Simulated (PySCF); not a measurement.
# [GeF3]-: singlet, from a PBE0 minimum start

Where does singlet [GeF3]- go from a PBE0 minimum start, is the end point a minimum, and what are its modes, charges and moments?

Computed with PySCF 2.14.0. Level: PBE0, basis Ge def2-SVPD, F def2-SVPD, no relativity, density fitting.

## 1. Where the work starts

4 atoms, charge -1, spin multiplicity 1.

Bond lengths: Ge1–F2 1.836 Å, Ge1–F3 1.836 Å, Ge1–F4 1.836 Å. Angles: F2–Ge1–F3 95.2°, F2–Ge1–F4 95.2°, F3–Ge1–F4 95.2°.

```xyz
4
charge -1 multiplicity 1
Ge   -0.0172    0.0000    0.4173
F     1.5863    0.0016   -0.4770
F    -0.7612    1.3548   -0.5734
F    -0.7584   -1.3565   -0.5733
```

## 2. The SCF at the typed geometry

The steps below are one call of a driver around PySCF. For each, scf.py gives the equivalent set-up of the SCF; relaxations use the driver's own optimiser. After this first run the driver tries any further starts and a stability analysis.

Input file scf.py:

```python
from pyscf import gto, scf, dft
mol = gto.M(atom='''
Ge    -0.017151     0.000006     0.417340
F      1.586302     0.001621    -0.476951
F     -0.761196     1.354838    -0.573442
F     -0.758380    -1.356480    -0.573290''',
    basis={'Ge': 'def2-SVPD', 'F': 'def2-SVPD'},
    charge=-1, spin=0)
mf = dft.RKS(mol, xc='PBE0')
mf.grids.atom_grid = (50, 194)
aux = {'Ge': 'def2-universal-JKFIT', 'F': 'def2-universal-JKFIT'}
mf = mf.density_fit(auxbasis=aux)
mf.conv_tol = 1e-08
mf.diis_space = 10
mf.max_cycle = 60
mf.init_guess = 'minao'
mf.verbose = 4
mf.kernel()
```

The run is started by

```bash
> OMP_NUM_THREADS=2 python axn.py task.json out
```

What it wrote:

```text
init E= -2374.8330717241
  HOMO = -0.280362779026732  LUMO = -0.0207703329727873  gap/eV = 7.06387
cycle= 1 E= -2375.53655486746  delta_E= -0.703  |g|= 1.01  |ddm|= 2.45
  HOMO = -0.00780854980901175  LUMO = 0.188904530563764  gap/eV = 5.35284
cycle= 2 E= -2375.08896745457  delta_E= 0.448  |g|= 1.94  |ddm|= 2.23
  HOMO = -0.0723223788027667  LUMO = 0.189946992174407  gap/eV = 7.13671
cycle= 3 E= -2375.71939793922  delta_E= -0.63  |g|= 0.0516  |ddm|= 1.29
  HOMO = -0.0751231986298184  LUMO = 0.188044801731766  gap/eV = 7.16117
cycle= 4 E= -2375.71958761888  delta_E= -0.00019  |g|= 0.0357  |ddm|= 0.0672
  HOMO = -0.0765764639579531  LUMO = 0.187524261231288  gap/eV = 7.18655
cycle= 5 E= -2375.7197239369  delta_E= -0.000136  |g|= 0.00341  |ddm|= 0.035
  HOMO = -0.0758974947994209  LUMO = 0.1879770954161  gap/eV = 7.18039
cycle= 6 E= -2375.71972690972  delta_E= -2.97e-06  |g|= 0.000633  |ddm|= 0.00952
  HOMO = -0.0761019987207696  LUMO = 0.187825904597589  gap/eV = 7.18184
cycle= 7 E= -2375.71972701394  delta_E= -1.04e-07  |g|= 0.000147  |ddm|= 0.00218
  HOMO = -0.0761049441676014  LUMO = 0.187821332252686  gap/eV = 7.18180
cycle= 8 E= -2375.71972701718  delta_E= -3.24e-09  |g|= 8.48e-05  |ddm|= 0.000344
  HOMO = -0.0761000294003895  LUMO = 0.187823130027239  gap/eV = 7.18171
Extra cycle  E= -2375.71972701466  delta_E= 2.52e-09  |g|= 0.000149  |ddm|= 0.00016
converged SCF energy = -2375.71972701466
```

This step, with its further starts and checks, needed 8.3 s of wall time on 2 threads of Arm Neoverse N1, shared host.

The test of internal stability found no lower closed-shell solution.

## 3. Relaxing the singlet from the PBE0 minimum start

The program finds C3v symmetry in the start, which this walk keeps.

Edit scf.py of step 2 so:

```diff
@@ -3,4 +3,4 @@
-Ge    -0.017151     0.000006     0.417340
-F      1.586302     0.001621    -0.476951
-F     -0.761196     1.354838    -0.573442
-F     -0.758380    -1.356480    -0.573290''',
+Ge    -0.017150     0.000006     0.417318
+F      1.586303     0.001621    -0.476973
+F     -0.761195     1.354838    -0.573464
+F     -0.758379    -1.356480    -0.573312''',
@@ -16 +15,0 @@
-mf.init_guess = 'minao'
```

Steps of the walk:

```tsv
step	energy (Eh)	change (kJ/mol)	largest symmetric gradient (Eh/bohr)
0	-2375.719727	0.00	0.00024
```

The walk took 2.5 s.

End point (C3v, 0 steps, 0.0 kJ/mol gained): Ge–F 1.836 Å (×3); F–Ge–F 95.2° (×3).

## 4. Is it a minimum? Harmonic modes

The point is checked on the finer grid, and tightened if its gradient asks for it. The Hessian and the dipole derivatives come from central differences of analytic gradients, with steps of 0.02 bohr.

Edit scf.py of step 3 so:

```diff
@@ -10 +10 @@
-mf.grids.atom_grid = (50, 194)
+mf.grids.atom_grid = (75, 302)
@@ -13 +13 @@
-mf.conv_tol = 1e-08
+mf.conv_tol = 1e-10
```

This SCF starts from the last density.

SCF at the final geometry:

```text
init E= -2375.71984546206
  HOMO = -0.0760954912277043  LUMO = 0.187825341743636  gap/eV = 7.18165
cycle= 1 E= -2375.71984546204  delta_E= 2.46e-11  |g|= 8.44e-06  |ddm|= 8.58e-06
  HOMO = -0.0760954670423288  LUMO = 0.187825330424108  gap/eV = 7.18165
Extra cycle  E= -2375.71984546202  delta_E= 1.73e-11  |g|= 1.5e-05  |ddm|= 1.5e-05
converged SCF energy = -2375.71984546202
```

The whole step took 34 s.

Geometry: C3v; Ge–F 1.836 Å (×3); F–Ge–F 95.2° (×3).

Modes, for the most abundant isotopes:

```tsv
symmetry	ω (cm⁻¹)	IR (km/mol)	type
e	203	5.0	bend
a1	266	15.8	bend
e	527	295	stretch
a1	568	133	stretch
```

Every mode is real; the point is a minimum.

Constants and moments:

- Dipole moment about the centre of mass: 2.20 D
- Highest occupied level: -2.07 eV
- Lowest empty level: 5.11 eV
- Rotational constants: 0.1695, 0.1695, 0.1207 cm⁻¹
- Zero-point energy: 13.7 kJ/mol
- Principal polarisabilities: 43.2, 44.3, 44.3 bohr³
- Principal traceless quadrupole moments about the centre of mass: -1.57, -1.57, 3.15 D Å
- Entropy at 298.15 K and 1 bar: 299.3 J/(mol K)
- Heat capacity Cp at 298.15 K: 70.4 J/(mol K)
- Enthalpy at 298.15 K above 0 K: 15.60 kJ/mol
- Rotational symmetry number: 3

Charges (e) and bond orders:

```csv
atom,Mulliken,Löwdin,polar tensor,Mayer order to Ge1
Ge1,1.13,0.87,1.35,–
"F2,3,4",-0.71,-0.62,-0.78,0.45
```

Mulliken populations on Ge1: s 7.71, p 13.02, d 10.14.

## 5. Outcome

| quantity | value |
| --- | --- |
| minimum | singlet, C3v |
| geometry | Ge–F 1.836 Å (×3); F–Ge–F 95.2° (×3) |
| wavenumbers (cm⁻¹) | 203 (e), 266 (a1), 527 (e), 568 (a1) |
| dipole moment (centre of mass) | 2.20 D |
| highest occupied, lowest empty level | -2.07, 5.11 eV |
| polar-tensor charge of Ge1 | +1.35 e |
| zero-point energy | 13.7 kJ/mol |
| entropy at 298.15 K | 299.3 J/(mol K) |

What this shows: The molecule stays C3v, as typed, and the end point is a minimum. The strongest infrared band lies at 527 cm⁻¹ (e, stretch). Only this shape and spin were tried, so other structures or states may lie lower.

The search up to here took 45 s.
